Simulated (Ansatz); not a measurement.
# Ni in Ansatz: reference runs

Reference runs on Ni: the cell as given.

Everything below comes from runs of Ansatz 0.2.0. Logs are shortened: lines on timing, memory, paths and dates and some standing lists are left out, and cuts for length are marked.

**1. The undisturbed crystal**

The cell holds a slab with vacuum, 6 atoms: a = 2.500 Å, b = 2.500 Å, c = 25.207 Å, α = 90.00°, β = 90.00°, γ = 120.00°.

The slab is cut from a database's or a generator's crystal, which needn't be the stable form of the element.

**2. Single point, PBE, collinear spin, ferromagnetic start (the (1 1 1) slab of Ni, cut from the database cell, not relaxed)**

Input file input.yaml:

```yaml
crystal:
  lattice:
    - [2.5002588676, 0.0, 0.0]
    - [-1.2501294338, 2.1652876954, 0.0]
    - [0.0, 0.0, 25.2072640841]
  atoms:
    - { symbol: Ni, position: [0.6666666667, 0.3333333333, 0.2975332815], spin: 1.0 }
    - { symbol: Ni, position: [0.3333333333, 0.6666666667, 0.3785199689], spin: 1.0 }
    - { symbol: Ni, position: [0.0, 0.0, 0.4595066563], spin: 1.0 }
    - { symbol: Ni, position: [0.6666666667, 0.3333333333, 0.5404933437], spin: 1.0 }
    - { symbol: Ni, position: [0.3333333333, 0.6666666667, 0.6214800311], spin: 1.0 }
    - { symbol: Ni, position: [0.0, 0.0, 0.7024667185], spin: 1.0 }
kpoints:
  mp_grid: { grid: [12, 12, 1] }
scf:
  occupations: { method: fermi_dirac, width: 0.05 }
hamiltonian:
  xc: pbe
  pseudopotentials: { kind: all_electron, lapw: { basis_error: 0.001 } }
magnetization:
  spin_polarized: true
output:
  forces: true
  stress: true
  eigenvalues: true
  populations: true
```

Potentials or basis: all-electron LAPW, scalar-relativistic.

On the command line:

```console
> ansatz run input.yaml --threads 8 --pin off --max-ram 30720MiB --backend cpu --events-out ev --progress --plain --runs-dir out
```

The log of the run:

```text
Warning: RAYON_NUM_THREADS=8 ignored (pool sized by the plan → 8); use --threads N
Ni: projections on atomic orbitals take those of the free atom 1s2 2s2 2p6 3s2 3p6 3d8 4s2, of charge +0.00 (hamiltonian.pseudopotentials.projection_atoms)
LAPW: plane waves up to 8.975 Å⁻¹, error target 1.0e-3 eV per atom; small_component_spin mean_spin; Ni in spheres of 1.250 Å, 18 of its electrons in bands, Dirac shells [] (how accurate: hamiltonian.pseudopotentials.lapw.basis_error, Limitations)
Engine: ansatz 0.2.0, x86_64-unknown-linux-gnu
Pseudopotentials: kind: all_electron
Pseudopotential: Ni, LAPW, valence charge 18, lapw/all_electron/scalar/gaussian/Ni, Koelling and Harmon's equation, gaussian nucleus
Functional definition: PBE
  parameter kappa = 0.804
  parameter beta = 0.06672455060314922
  exchange = pbe_x(kappa = kappa, mu = beta*pi^2/3)
  correlation = pbe_c(beta = beta)
Crystal: 6 atoms, lattice volume = 136.467 Å³
Basis set: ecut = 306.89206860990646 eV, 1717 PW (Γ), exchange–correlation at level 2
Bands: 69, of which v1, the nominal top of the filled ones, is band 54 counted from 1 (53 counted from 0)
Symmetry: 12 space group operations
Space group: P-3m1 (ITA 164), of the structure as read, at distance tolerance 5.1e-5 Å
Magnetic group: BNS 164.85 (UNI 1315), of the structure as read, at distance tolerance 5.1e-5 Å
k-points: 19 of 144
Non-local potential: Ni, projectors of the file, none
Initial density: superposition of atomic densities (neutral atoms: chi_scale 0, normalization atom)
Starting moments: Σ|m| = 6 μB on 6 of 6 sites
Initial wavefunctions: plane waves of lowest kinetic energy (no species holds an atomic orbital)
Functional: x = pbe(κ = 0.804, μ = 0.2195149727645171), c = pbe(β = 0.06672455060314922)
iter 1 solved again at ethr=1.07e-2 eV; its pass at ethr=1.00e-1 eV (dr2=1.16e1 eV) is discarded
SCF iter   1: F=—  HF=-248296.608738 eV  |F-HF|=—  |Δ(HF+E_count)|=         —  Δρ=1.78e-2 (↑1.13e-2 ↓1.78e-2)  dr2=1.16e1  dr2_m=1.77e-1  M=4.037 μB ∫|m|=4.337 μB  β_m=0.30  ethr=1.07e-2  ⟨swp⟩=2.0  Hψ=17527  notcnv=0
Mixer restart at iter 1: flushing history
preconditioner: auto → LDOS  [metal: Δε(μ)=0.005 eV  Ē_g=8.792 eV  σ=0.050 eV  W_gap=0.03  n_scr=20 (ndim 8)  ℏωp=24.6 eV  f_vac=0.470  D(μ)=13.61/eV (n_scr^D=184)]
spin=Collinear: LDOS preconditioning applied to the charge; magnetization (m = ρ↑ − ρ↓) channel mixes plain (no charge-response kernel on spin).
SCF iter   2: F=—  HF=-248296.022476 eV  |F-HF|=—  |Δ(HF+E_count)|=   5.86e-1  Δρ=1.12e-2 (↑7.22e-3 ↓1.12e-2)  dr2=4.14e0  dr2_m=7.45e-2  M=4.040 μB ∫|m|=4.419 μB  β_m=0.49  ethr=1.07e-2  ⟨swp⟩=2.1  Hψ=7833  notcnv=0
iter 3 solved again at ethr=3.09e-4 eV; its pass at ethr=3.83e-3 eV (dr2=3.33e-1 eV) is discarded
SCF iter   3: F=—  HF=-248295.828117 eV  |F-HF|=—  |Δ(HF+E_count)|=   1.94e-1  Δρ=2.99e-3 (↑2.99e-3 ↓2.81e-3)  dr2=3.33e-1  dr2_m=5.36e-3  M=4.015 μB ∫|m|=4.552 μB  β_m=0.56  ethr=3.09e-4  ⟨swp⟩=2.0  Hψ=13530  notcnv=0
SCF iter   4: F=—  HF=-248295.853634 eV  |F-HF|=—  |Δ(HF+E_count)|=         —  Δρ=1.61e-3 (↑1.61e-3 ↓1.59e-3)  dr2=1.27e-2  dr2_m=2.33e-3  M=3.985 μB ∫|m|=4.589 μB  β_m=0.63  ethr=3.08e-4  ⟨swp⟩=2.4  Hψ=7850  notcnv=0
the basis was enlarged: its passes take 3.2 MiB over the memory plan, 8 of 8 planned eigensolver slots
SCF iter   5: F=—  HF=-248295.860424 eV  |F-HF|=—  |Δ(HF+E_count)|=   6.79e-3  Δρ=9.43e-4 (↑7.14e-4 ↓9.43e-4)  dr2=1.18e-1  dr2_m=5.90e-5  M=3.982 μB ∫|m|=4.618 μB  β_m=0.63  ethr=1.17e-5  ⟨swp⟩=3.0  Hψ=8528  notcnv=0
SCF iter   6: F=—  HF=-248295.856565 eV  |F-HF|=—  |Δ(HF+E_count)|=   3.86e-3  Δρ=6.68e-4 (↑5.31e-4 ↓6.68e-4)  dr2=4.25e-2  dr2_m=3.72e-5  M=3.975 μB ∫|m|=4.627 μB  β_m=0.62  ethr=1.17e-5  ⟨swp⟩=2.7  Hψ=7433  notcnv=0
[... 11 lines left out ...]
SCF iter  18: F=—  HF=-248295.856663 eV  |F-HF|=—  |Δ(HF+E_count)|=   3.88e-8  Δρ=4.16e-6 (↑2.09e-6 ↓4.16e-6)  dr2=1.83e-7  dr2_m=6.41e-9  M=3.982 μB ∫|m|=4.639 μB  β_m=0.86  ethr=2.44e-9  ⟨swp⟩=2.0  Hψ=7351  notcnv=0
SCF iter  19: F=—  HF=-248295.856663 eV  |F-HF|=—  |Δ(HF+E_count)|=   7.57e-8  Δρ=2.25e-6 (↑1.60e-6 ↓2.25e-6)  dr2=1.41e-7  dr2_m=9.53e-10  M=3.982 μB ∫|m|=4.639 μB  β_m=0.73  ethr=1.69e-10  ⟨swp⟩=2.0  Hψ=7352  notcnv=0
SCF iter  20: F=—  HF=-248295.856663 eV  |F-HF|=—  |Δ(HF+E_count)|=   8.73e-9  Δρ=1.47e-6 (↑7.14e-7 ↓1.47e-6)  dr2=5.89e-8  dr2_m=5.95e-10  M=3.982 μB ∫|m|=4.639 μB  β_m=0.66  ethr=1.30e-10  ⟨swp⟩=2.1  Hψ=7353  notcnv=0
SCF iter  21: F=—  HF=-248295.856663 eV  |F-HF|=—  |Δ(HF+E_count)|=   1.08e-8  Δρ=2.21e-6 (↑4.66e-7 ↓2.21e-6)  dr2=1.74e-7  dr2_m=1.06e-9  M=3.982 μB ∫|m|=4.639 μB  β_m=0.57  ethr=5.46e-11  ⟨swp⟩=2.0  Hψ=7350  notcnv=0
SCF iter  22: F=-248295.856663 eV  HF=-248295.856663 eV  |F-HF|=3.99e-9  |Δ(HF+E_count)|=   2.24e-9  Δρ=3.74e-7 (↑2.39e-7 ↓3.74e-7)  dr2=7.26e-9  dr2_m=2.28e-11  M=3.982 μB ∫|m|=4.639 μB  ethr=5.46e-11  ⟨swp⟩=2.0  Hψ=7350  notcnv=0
SCF 1 converged in 22 iterations: F = -248295.856663 eV  dr2 = 7.26e-9
SCF converged after 22 iterations
Magnetization: 3.9818 μB (55.9909 up, 52.0091 down)
Absolute magnetization: 4.6389 μB (∫|ρ↑−ρ↓|)
Spin contamination: 0.0613 ħ² per cell (⟨S²⟩ above its minimum at these occupations)
Per-site moments (μB) at R_I (Å): [(0.6904548832033193, 1.250129415075101), (0.7148172351331752, 1.250129415075101), (0.6769172900101488, 1.250129415075101), (0.6769172900101488, 1.250129415075101), (0.7148172351331752, 1.250129415075101), (0.6904548832033193, 1.250129415075101)]
Free energy (F): -248295.856663 eV
Harris-Foulkes:  -248295.856663 eV  (|F-HF|=3.99e-9)
Internal energy: -248295.762850 eV  (E = F + TS)
E sigma→0 (E₀):  -248295.809756 eV
Entropy (-TS):   -0.093814 eV (-15.636 meV/atom)
Fermi energy:    6.198600 eV
--- Per-component energies (eV) ---
  E_band       = -2986.988116
  E_kinetic    = 252265.060193
  E_xc         = -10382.188470
  E_electrostatic = -490178.634573  (all electrons and nuclei)
  E_smearing   = -0.093814  (= −TS)
  E_closure    = 0.000000  (closes the sum)
  E_atoms      = -248254.535421  (free atoms, spherical and without spin; not in F)
  Σ components = -248295.856663   (vs F -248295.856663, Δ=0.00e0)
  Basis errors (estimates in eV, not in F): energy 2.8e-4 per atom: plane waves 2.4e-4 (1.3e-4 summed), levels above the bands 6.1e-98, relativity 1.4e-8, radial functions 3.9e-5, core shells 1.3e-9; eigenvalues (radial functions only) 1.1e-6; not estimated: angular momenta, meshes, grids; target (lapw.basis_error) 1.0e-3; muffin-tin radii Ni 1.250 Å
--- Forces (eV/Å), atoms counted from 1 ---
  atom   1  Ni     0.00000000    -0.00000000     0.24915633
  atom   2  Ni    -0.00000000    -0.00000000    -0.11675317
  atom   3  Ni    -0.00000000    -0.00000000    -0.03519622
  atom   4  Ni     0.00000000     0.00000000     0.03519622
  atom   5  Ni     0.00000000     0.00000000     0.11675317
  atom   6  Ni    -0.00000000     0.00000000    -0.24915633
  max |Σ_I F_I| component: 6.94e-18 eV/Å
--- Stress (GPa, compression-positive) ---
       -3.149819       0.000000       0.000000
        0.000000      -3.149819       0.000000
        0.000000       0.000000      -2.058919
  P = ⅓ Tr σ = -2.7862 GPa (-27.862 kbar)
--- Band table (eV; the first three rows and the last of 38) ---
  k-point 0 ↑: bands = ["-97.5057", "-97.5045", "-97.4819", "-97.4675", "-97.1998", "-97.1998", "-57.9608", "-57.9154", "-57.8521", "-57.7984", "-57.7984", "-57.7978", "-57.7978", "-57.7947", "-57.7667", "-57.7667", "-57.7523", "-57.7523", "-57.5589", "-57.5589", "-57.5589", "-57.5589", "-57.4566", "-57.4566", "-2.5951", "-1.9123", "-0.8809", "0.2777", "1.1129", "1.3462", "3.5393", "3.5499", "3.7431", "3.7797", "3.7797", "3.7974", "3.7974", "3.8418", "3.8895", "3.8895", "3.8961", "3.8961", "4.1094", "4.1094", "4.1231", "4.1231", "4.4222", "4.8929", "4.8929", "4.9026", "4.9026", "5.0294", "5.0294", "5.2731", "5.2731", "5.4826", "5.4826", "5.5505", "5.5505", "5.8492", "6.3078", "10.9002", "11.0151", "12.2255", "12.6967", "14.2525", "14.7807", "17.1120", "17.4255"]
  k-point 1 ↑: bands = ["-97.5042", "-97.5031", "-97.4805", "-97.4664", "-97.1984", "-97.1984", "-57.9571", "-57.9138", "-57.8534", "-57.8114", "-57.8074", "-57.8012", "-57.8006", "-57.7944", "-57.7754", "-57.7694", "-57.7620", "-57.7544", "-57.5692", "-57.5692", "-57.5615", "-57.5615", "-57.4555", "-57.4555", "-2.3589", "-1.6824", "-0.6615", "0.4832", "1.2984", "1.5074", "3.4090", "3.4447", "3.6347", "3.7057", "3.7406", "3.8319", "3.8415", "3.8866", "3.8940", "3.9180", "3.9737", "3.9865", "4.0306", "4.1054", "4.1789", "4.1947", "4.2121", "4.7696", "4.7789", "4.9084", "4.9274", "5.0182", "5.0348", "5.0496", "5.1901", "5.2769", "5.4834", "5.5552", "5.6592", "6.5391", "7.1014", "11.1225", "11.2069", "12.4390", "12.8398", "14.4614", "14.9628", "17.3163", "17.6236"]
  k-point 2 ↑: bands = ["-97.4998", "-97.4990", "-97.4765", "-97.4636", "-97.1947", "-97.1947", "-57.9470", "-57.9099", "-57.8607", "-57.8410", "-57.8314", "-57.8089", "-57.8080", "-57.8073", "-57.7905", "-57.7866", "-57.7769", "-57.7603", "-57.5973", "-57.5973", "-57.5685", "-57.5685", "-57.4525", "-57.4525", "-1.6725", "-1.0208", "-0.0440", "1.0381", "1.7836", "1.9290", "3.0879", "3.2670", "3.3446", "3.4538", "3.5277", "3.7043", "3.8407", "3.8607", "3.9319", "3.9759", "4.0259", "4.1445", "4.1483", "4.1829", "4.2569", "4.4042", "4.4578", "4.5204", "4.5966", "4.6993", "4.7559", "4.9074", "5.0073", "5.0786", "5.2822", "5.4842", "5.4883", "5.5672", "6.3141", "7.5394", "8.4121", "11.7643", "11.7891", "13.0790", "13.3035", "15.0959", "15.5143", "17.9288", "18.2128"]
  k-point 18 ↓: bands = ["-96.5775", "-96.5775", "-96.5590", "-96.5590", "-96.2985", "-96.2985", "-57.0525", "-57.0525", "-57.0503", "-57.0259", "-57.0212", "-57.0212", "-57.0008", "-57.0008", "-56.9669", "-56.9603", "-56.9603", "-56.9603", "-56.7996", "-56.7996", "-56.7959", "-56.7959", "-56.6129", "-56.6129", "3.1248", "3.1265", "3.1265", "3.1613", "3.1613", "3.1790", "3.2398", "3.2398", "3.2511", "3.6438", "3.6438", "4.1176", "4.1176", "4.1513", "4.2463", "4.6489", "4.6489", "4.6678", "4.6717", "5.3369", "5.3369", "5.3534", "5.5383", "5.5383", "6.1704", "6.1704", "6.2058", "6.2937", "6.2937", "6.3058", "11.1161", "11.1384", "11.1384", "11.4379", "11.4379", "12.0998", "12.1722", "13.1622", "13.1622", "13.2981", "14.0503", "14.0503", "15.5840", "15.5840", "16.8934"]
--- Löwdin populations: 6 sites ---
  site symbol       q [e]    m [muB]
     0     Ni     27.8064     0.6919
     1     Ni     27.7676     0.7236
     2     Ni     27.7824     0.6824
     3     Ni     27.7824     0.6824
     4     Ni     27.7676     0.7236
     5     Ni     27.8064     0.6919
  spilling = 0.007663 (of n_electrons = 168.000000)
```

Wall time 1.9 min (8 threads of Intel Xeon at 2.50GHz (Skylake/Cascade Lake), shared host); peak memory 1.4 GiB.

What came out:

```
Free energy            : -248295.8567 eV
Largest force          : 0.249 eV/Å
Band gap on the k mesh : none (metal or under the smearing width)
Net moment             : 3.98 μB per cell
Absolute moment        : 4.64 μB per cell
Site moments           : Ni +0.69, +0.71, +0.68 μB
Work function          : 5.03 eV
```

Forces in eV/Å, atoms in the order of the input:
```
Ni   0.000  0.000  0.249
Ni   0.000  0.000 -0.117
Ni   0.000  0.000 -0.035
Ni   0.000  0.000  0.035
Ni   0.000  0.000  0.117
Ni   0.000  0.000 -0.249
```
